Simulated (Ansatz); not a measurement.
# Mo in Ansatz: notebook

One slab, Mo, is run at these levels: PBE; tasks: relaxation of the atoms.

Everything below comes from runs of Ansatz 0.2.0. Logs are shortened: lines on timing, memory, paths and dates and some standing lists are left out, and cuts for length are marked.

## (1) The cell of the first run

The cell holds a slab with vacuum, 5 atoms: a = 2.721 Å, b = 2.721 Å, c = 23.887 Å, α = 90.00°, β = 90.00°, γ = 109.47°.

The slab is cut from a database's or a generator's crystal, which needn't be the stable form of the element.

## (2) Relaxation of the atoms, PBE (the (1 1 0) slab of Mo, cut from the database cell, not relaxed)

input.yaml

```yaml
crystal:
  lattice:
    - [2.7210518187, 0.0, 0.0]
    - [-0.9070172729, 2.5654322573, 0.0]
    - [0.0, 0.0, 23.886918026]
  atoms:
    - { symbol: Mo, position: [0.5, 0.5, 0.3139793921] }
    - { symbol: Mo, position: [0.0, 0.0, 0.406989696] }
    - { symbol: Mo, position: [0.5, 0.5, 0.5] }
    - { symbol: Mo, position: [0.0, 0.0, 0.593010304] }
    - { symbol: Mo, position: [0.5, 0.5, 0.6860206079] }
hamiltonian:
  xc: pbe
  pseudopotentials: { kind: nc, accuracy: standard }
kpoints:
  mp_grid: { grid: [10, 10, 1] }
scf:
  occupations: { method: fermi_dirac, width: 0.05 }
output:
  forces: true
  eigenvalues: true
relax:
  f_tol: 0.02
  max_steps: 40
  constraints: [{ sites: [0, 1] }]
efield:
  axis: 3
  dipole_correction: true
  ramp_width: 0.04
```

Potentials or basis: PseudoDojo standard (PBE files).

On the command line:

```
$ ansatz run input.yaml --threads 4 --pin off --max-ram 11264MiB --backend cpu --events-out ev --progress --plain --runs-dir out
```

What it wrote:

```text
Warning: RAYON_NUM_THREADS=4 ignored (pool sized by the plan → 4); use --threads N
Engine: ansatz 0.2.0, aarch64-unknown-linux-gnu
Pseudopotentials: kind: nc
Pseudopotential: Mo, nc, valence charge 14, recommended cutoff 1088.45545 eV (normal), Mo.nc.azcp (PseudoDojo's, or run here from an input of PseudoDojo's; its table is named by hamiltonian.pseudopotentials.accuracy)
Functional definition: PBE
  parameter kappa = 0.804
  parameter beta = 0.06672455060314922
  exchange = pbe_x(kappa = kappa, mu = beta*pi^2/3)
  correlation = pbe_c(beta = beta)
Crystal: 5 atoms, lattice volume = 166.747 Å³
Basis set: ecut = 1088.45545 eV, 13587 PW (Γ), exchange–correlation on 60×60×540 points (8 copies of the dense FFT grid, shifted against one another)
Bands: 42, of which v1, the nominal top of the filled ones, is band 35 counted from 1 (34 counted from 0)
Symmetry: 4 space group operations
k-points: 31 of 100
Non-local potential: Mo, projectors of the file, l = 0: 2, l = 1: 2, l = 2: 2
Initial density: superposition of atomic densities (neutral atoms: chi_scale 0, normalization atom)
Initial wavefunctions: pseudopotential atomic-orbital guess
Functional: x = pbe(κ = 0.804, μ = 0.2195149727645171), c = pbe(β = 0.06672455060314922)
SCF iter   1: F=—  HF=-9563.031509 eV  |F-HF|=—  |Δ(HF+E_count)|=         —  Δρ=7.39e-2  dr2=2.75e1  ethr=3.10e-3  p=0.000 e·Å  D=1.60e-13 V/Å  ΔV_dip=-0.00 eV  dr2_dipole=4.17e-6  V_vac-E_F(+/−)=6.18/6.18 eV  ⟨swp⟩=10.8  Hψ=15717  notcnv=0  defer=27
efield: sawtooth ramp at fractional position 0.9800 (placed from the atoms, in the widest stretch of the axis that holds none; the zero of the levels goes with the place), width 0.0400; the density the first Hamiltonian is built on has a dipole p = 0.000 e·Å; the dipole correction subtracts the counter field D = 1.60e-13 V/Å, which shifts the + side's vacuum level by -0.00 eV against the − side's; the planar-averaged density in the ramp window peaks in size at 2.8e-7 e/Å³
automatic band count: the SCF goes on with 49 bands, as 42 were too few: the levels above may hold too much charge
preconditioner: auto → LDOS  [metal: Δε(μ)=0.006 eV  Ē_g=5.606 eV  σ=0.050 eV  W_gap=0.03  n_scr=16 (ndim 8)  ℏωp=15.8 eV  f_vac=0.463  D(μ)=4.84/eV (n_scr^D=16)  β→1.0]
SCF iter   2: F=—  HF=-9559.510870 eV  |F-HF|=—  |Δ(HF+E_count)|=    3.52e0  Δρ=1.70e-2  dr2=2.48e0  ethr=3.10e-3  p=0.000 e·Å  D=1.65e-4 V/Å  ΔV_dip=-0.00 eV  dr2_dipole=1.12e-4  V_vac-E_F(+/−)=4.32/4.33 eV  ⟨swp⟩=4.4  Hψ=4010  notcnv=0  defer=86
SCF iter   3: F=—  HF=-9559.396617 eV  |F-HF|=—  |Δ(HF+E_count)|=   1.14e-1  Δρ=4.64e-3  dr2=1.01e-1  ethr=3.10e-3  p=-0.000 e·Å  D=-3.89e-6 V/Å  ΔV_dip=0.00 eV  dr2_dipole=4.06e-7  V_vac-E_F(+/−)=4.67/4.67 eV  ⟨swp⟩=2.1  Hψ=1892  notcnv=0  defer=83
SCF iter   4: F=—  HF=-9559.388263 eV  |F-HF|=—  |Δ(HF+E_count)|=   8.35e-3  Δρ=1.01e-3  dr2=5.68e-3  ethr=1.44e-4  p=-0.000 e·Å  D=-3.63e-6 V/Å  ΔV_dip=0.00 eV  dr2_dipole=9.60e-7  V_vac-E_F(+/−)=4.67/4.67 eV  ⟨swp⟩=2.4  Hψ=2289  notcnv=0  defer=85
SCF iter   5: F=—  HF=-9559.387930 eV  |F-HF|=—  |Δ(HF+E_count)|=   3.34e-4  Δρ=2.26e-4  dr2=1.75e-4  ethr=8.11e-6  p=-0.000 e·Å  D=-1.17e-6 V/Å  ΔV_dip=0.00 eV  dr2_dipole=1.43e-6  V_vac-E_F(+/−)=4.66/4.66 eV  ⟨swp⟩=2.4  Hψ=2073  notcnv=0  defer=85
SCF iter   6: F=—  HF=-9559.387936 eV  |F-HF|=—  |Δ(HF+E_count)|=   5.90e-6  Δρ=5.69e-5  dr2=1.24e-5  ethr=2.50e-7  p=0.000 e·Å  D=4.65e-6 V/Å  ΔV_dip=-0.00 eV  dr2_dipole=1.10e-7  V_vac-E_F(+/−)=4.66/4.66 eV  ⟨swp⟩=3.2  Hψ=2653  notcnv=0  defer=85
iter 7 did not close the SCF: its close was put off until two iterations running show no level that it waits for move by more than its bar (scf_convergence_deferred on its scf_iter line)
SCF iter   7: F=-9559.387935 eV  HF=-9559.387936 eV  |F-HF|=4.18e-7  |Δ(HF+E_count)|=   1.08e-7  Δρ=7.54e-6  dr2=4.67e-7  ethr=1.43e-8  p=0.000 e·Å  D=1.02e-6 V/Å  ΔV_dip=-0.00 eV  dr2_dipole=8.86e-10  V_vac-E_F(+/−)=4.66/4.66 eV  ⟨swp⟩=18.4  Hψ=9870  notcnv=0
iter 8 did not close the SCF: its close was put off until two iterations running show no level that it waits for move by more than its bar (scf_convergence_deferred on its scf_iter line)
SCF iter   8: F=-9559.387936 eV  HF=-9559.387936 eV  |F-HF|=1.51e-9  |Δ(HF+E_count)|=   2.73e-9  Δρ=1.23e-6  dr2=3.99e-9  ethr=6.67e-10  p=0.000 e·Å  D=2.91e-7 V/Å  ΔV_dip=-0.00 eV  dr2_dipole=1.77e-12  V_vac-E_F(+/−)=4.66/4.66 eV  ⟨swp⟩=2.0  Hψ=4016  notcnv=0
SCF iter   9: F=-9559.387936 eV  HF=-9559.387936 eV  |F-HF|=1.09e-10  |Δ(HF+E_count)|=  2.89e-10  Δρ=2.48e-7  dr2=2.48e-10  ethr=5.70e-12  p=0.000 e·Å  D=1.05e-7 V/Å  ΔV_dip=-0.00 eV  dr2_dipole=1.44e-14  V_vac-E_F(+/−)=4.66/4.66 eV  ⟨swp⟩=1.0  Hψ=3718  notcnv=0
SCF 1 converged in 9 iterations: F = -9559.387936 eV  dr2 = 2.48e-10
relax step   1: F+E_penalty+E_count = -9559.38793568 eV  Δ(F+E_penalty+E_count) = +0.000e0 eV  max|allowed force component| = 6.470e-1 eV/Å  Δτ_max = 0.0000 Å  (9 SCF iters, dr2 threshold 1.00e-5 eV, accepted)
Bands: 49, of which v1, the nominal top of the filled ones, is band 35 counted from 1 (34 counted from 0)
Initial density: handed on by an earlier stage of this run
Initial wavefunctions: those handed on with the density
[... 33 lines left out ...]
SCF 4 converged in 5 iterations: F = -9559.411342 eV  dr2 = 6.67e-8
relax step   4: F+E_penalty+E_count = -9559.41134207 eV  Δ(F+E_penalty+E_count) = -1.203e-3 eV  max|allowed force component| = 7.766e-3 eV/Å  Δτ_max = 0.0259 Å  (5 SCF iters, dr2 threshold 1.07e-6 eV, accepted)
iter 1 solved again at ethr=9.70e-11 eV; its pass at ethr=3.10e-3 eV (dr2=6.79e-8 eV) is discarded
SCF iter   1: F=—  HF=-9559.411342 eV  |F-HF|=—  |Δ(HF+E_count)|=         —  Δρ=6.02e-6  dr2=6.67e-8  ethr=9.70e-11  p=0.004 e·Å  D=4.13e-3 V/Å  ΔV_dip=-0.10 eV  dr2_dipole=9.22e-9  V_vac-E_F(+/−)=4.54/4.64 eV  ⟨swp⟩=1.2  Hψ=3788  notcnv=0
efield: sawtooth ramp at fractional position 0.9800 (handed on by an earlier solve), width 0.0400; the density the first Hamiltonian is built on has a dipole p = 0.004 e·Å; the dipole correction subtracts the counter field D = 4.13e-3 V/Å, which shifts the + side's vacuum level by -0.10 eV against the − side's; the planar-averaged density in the ramp window peaks in size at 8.9e-7 e/Å³
preconditioner: auto → LDOS  [metal: Δε(μ)=0.032 eV  Ē_g=5.083 eV  σ=0.050 eV  W_gap=0.16  n_scr=16 (ndim 8)  ℏωp=15.8 eV  f_vac=0.469  D(μ)=4.80/eV (n_scr^D=16)  β→1.0]
SCF iter   2: F=-9559.411342 eV  HF=-9559.411342 eV  |F-HF|=9.01e-9  |Δ(HF+E_count)|=   6.43e-8  Δρ=1.43e-6  dr2=9.90e-9  ethr=9.52e-11  p=0.004 e·Å  D=4.12e-3 V/Å  ΔV_dip=-0.10 eV  dr2_dipole=1.31e-9  V_vac-E_F(+/−)=4.54/4.64 eV  ⟨swp⟩=6.0  Hψ=5464  notcnv=0
SCF 5 converged in 2 iterations: F = -9559.411342 eV  dr2 = 9.90e-9
relax step   5: F+E_penalty+E_count = -9559.41134212 eV  Δ(F+E_penalty+E_count) = -4.703e-8 eV  max|allowed force component| = 7.770e-3 eV/Å  Δτ_max = 0.0000 Å  (2 SCF iters, accepted)
SCF converged after 2 iterations
Free energy (F): -9559.411342 eV
Harris-Foulkes:  -9559.411342 eV  (|F-HF|=9.01e-9)
Internal energy: -9559.371638 eV  (E = F + TS)
E sigma→0 (E₀):  -9559.391490 eV
Entropy (-TS):   -0.039704 eV (-7.941 meV/atom)
Fermi energy:    7.693608 eV
Dipole field:    D = 0.004177 V/Å  (p = 0.003849 e·Å, saw-weighted, corrected)
Work function:   Φ+ = 4.5359 eV   Φ− = 4.6357 eV
Levels:          The Fermi level and band energies are counted from a zero that moves with the ramp; work functions are not
--- Per-component energies (eV) ---
  E_band       = -1209.061336
  E_kinetic    = 3026.523445
  E_local      = -78886.466463  (includes V_loc(G=0)·N_el)
  E_nonlocal   = 1168.928095
  E_hartree    = 37466.928765
  E_xc         = -1400.332098
  E_vxc        = -1451.887358  (∫ρ·V_xc dr)
  E_efield     = 0.000008  (sawtooth field / dipole correction)
  E_vefield    = -0.006412  (∫n·V_field dr)
  E_ewald      = 29065.046609
  E_smearing   = -0.039704  (= −TS)
  E_closure    = 0.000000  (closes the sum)
  Σ components = -9559.411342   (vs F -9559.411342, Δ=0.00e0)
--- Forces (eV/Å), atoms counted from 1 ---
  atom   1  Mo     0.00000000     0.00000000     0.46137097
  atom   2  Mo     0.00000000     0.00000000    -0.45242953
  atom   3  Mo     0.00000000    -0.00000000     0.00574794
  atom   4  Mo     0.00000000     0.00000000    -0.00693473
  atom   5  Mo     0.00000000     0.00000000    -0.00776997
  max |Σ_I F_I| component: 1.53e-5 eV/Å
--- Band table (eV; the first three rows and the last of 31) ---
  k-point 0: bands = ["-53.6761", "-53.6160", "-53.5060", "-53.3244", "-53.3045", "-28.2379", "-27.9878", "-27.5715", "-27.3515", "-27.2544", "-27.1989", "-27.0748", "-27.0082", "-26.9961", "-26.9913", "-26.9691", "-26.8408", "-26.8203", "-26.6962", "-26.6903", "0.7283", "1.6294", "2.3909", "2.6556", "2.7684", "4.3312", "4.6897", "5.3044", "5.8766", "6.0304", "6.1296", "6.2167", "6.3398", "6.6415", "6.7625", "7.4875", "8.0448", "8.7523", "8.8920", "8.9686", "8.9990", "9.0809", "9.3094", "9.3546", "9.4119", "9.4344", "9.6499", "9.9019", "9.9884"]
  k-point 1: bands = ["-53.6585", "-53.6012", "-53.4957", "-53.3133", "-53.2942", "-28.2024", "-27.9763", "-27.6132", "-27.3972", "-27.2843", "-27.2528", "-27.0782", "-27.0483", "-27.0442", "-27.0333", "-27.0071", "-26.8932", "-26.8671", "-26.7390", "-26.7325", "1.0450", "1.9271", "2.6932", "2.9613", "3.0809", "4.4174", "4.7527", "5.3507", "5.7141", "5.8797", "6.0192", "6.0890", "6.3068", "6.5123", "6.9529", "7.4326", "7.9119", "8.0111", "8.6294", "8.7018", "9.0063", "9.0101", "9.2500", "9.3221", "9.5418", "9.5787", "9.8385", "10.0612", "10.3100"]
  k-point 2: bands = ["-53.6109", "-53.5621", "-53.4697", "-53.2842", "-53.2671", "-28.1082", "-27.9695", "-27.7584", "-27.5795", "-27.4635", "-27.3105", "-27.2213", "-27.2036", "-27.1111", "-27.0772", "-27.0672", "-27.0008", "-26.9852", "-26.7752", "-26.7646", "1.8503", "2.5739", "3.3291", "3.5486", "3.7154", "4.6224", "4.8507", "5.1799", "5.4503", "5.5794", "5.7935", "5.8577", "6.0838", "6.5432", "6.7169", "7.4920", "7.7407", "8.5502", "8.6177", "8.6977", "8.7814", "9.0142", "9.2693", "9.4291", "9.5430", "9.8603", "10.1341", "10.2476", "10.5549"]
  k-point 30: bands = ["-53.4142", "-53.3730", "-53.2917", "-53.1038", "-53.0873", "-28.3470", "-28.2438", "-28.0758", "-27.8743", "-27.8514", "-27.8322", "-27.8252", "-27.7618", "-27.6490", "-27.5570", "-27.3510", "-27.3188", "-27.2940", "-27.0969", "-26.9817", "2.3594", "2.4555", "2.5672", "2.8262", "3.2649", "3.3174", "3.5386", "4.6093", "4.6414", "5.5435", "6.4028", "7.2057", "8.1724", "8.2958", "8.4231", "8.9931", "9.1923", "9.4528", "10.1926", "10.8111", "10.8887", "11.6937", "11.8567", "12.1350", "12.4117", "12.4520", "12.4796", "14.5271", "15.9444"]
--- Relaxed structure (5 steps of the walk, 4 accepted, 0 SCFs on fresh bases) ---
  F+E_penalty+E_count = -9559.41134212 eV   max|allowed force component| = 7.770e-3 eV/Å
  atoms:
    - { symbol: Mo, position: [0.5, 0.4999999999999999, 0.3139793920999999] }
    - { symbol: Mo, position: [0.0, 0.0, 0.4069896959999999] }
    - { symbol: Mo, position: [0.5, 0.4999999999999999, 0.5014153529324265] }
    - { symbol: Mo, position: [5.007807433922977e-35, 1.5015269217636173e-34, 0.5960895279861035] }
    - { symbol: Mo, position: [0.5, 0.4999999999999999, 0.686127894698515] }
```

Run time: 97 s. Hardware: 4 threads of Arm Neoverse V2, shared host; peak memory 1.3 GiB.

What came out:

| Property | Result |
| --- | --- |
| Free energy | -9559.4113 eV |
| Energy gained by relaxing | 4.7 meV/atom |
| Ionic steps | 4 |
| Largest force after relaxing | 0.461 eV/Å |
| Band gap on the k mesh | none (metal or under the smearing width) |
| Work function of the upper face | 4.54 eV |
| Work function of the lower face | 4.64 eV |
| Dipole across the slab | 0.004 e·Å |

Forces in eV/Å, atoms in the order of the input:
```
Mo   0.000  0.000  0.461
Mo   0.000  0.000 -0.452
Mo   0.000  0.000  0.006
Mo   0.000  0.000 -0.007
Mo   0.000  0.000 -0.008
```

Step by step:
```csv
step,energy change (eV),largest force (eV/Å)
1,0.0000,0.6470
2,-0.0222,0.4864
3,-0.0234,0.4613
4,-0.0234,0.4614
```

Final structure:
```
Mo
1.0
     2.72105    0.00000    0.00000
    -0.90702    2.56543    0.00000
     0.00000    0.00000   23.88692
Mo
5
Direct
  0.50000 0.50000 0.31398
  0.00000 0.00000 0.40699
  0.50000 0.50000 0.50142
  0.00000 0.00000 0.59609
  0.50000 0.50000 0.68613
```

(Part 1 of 2 ends here.)
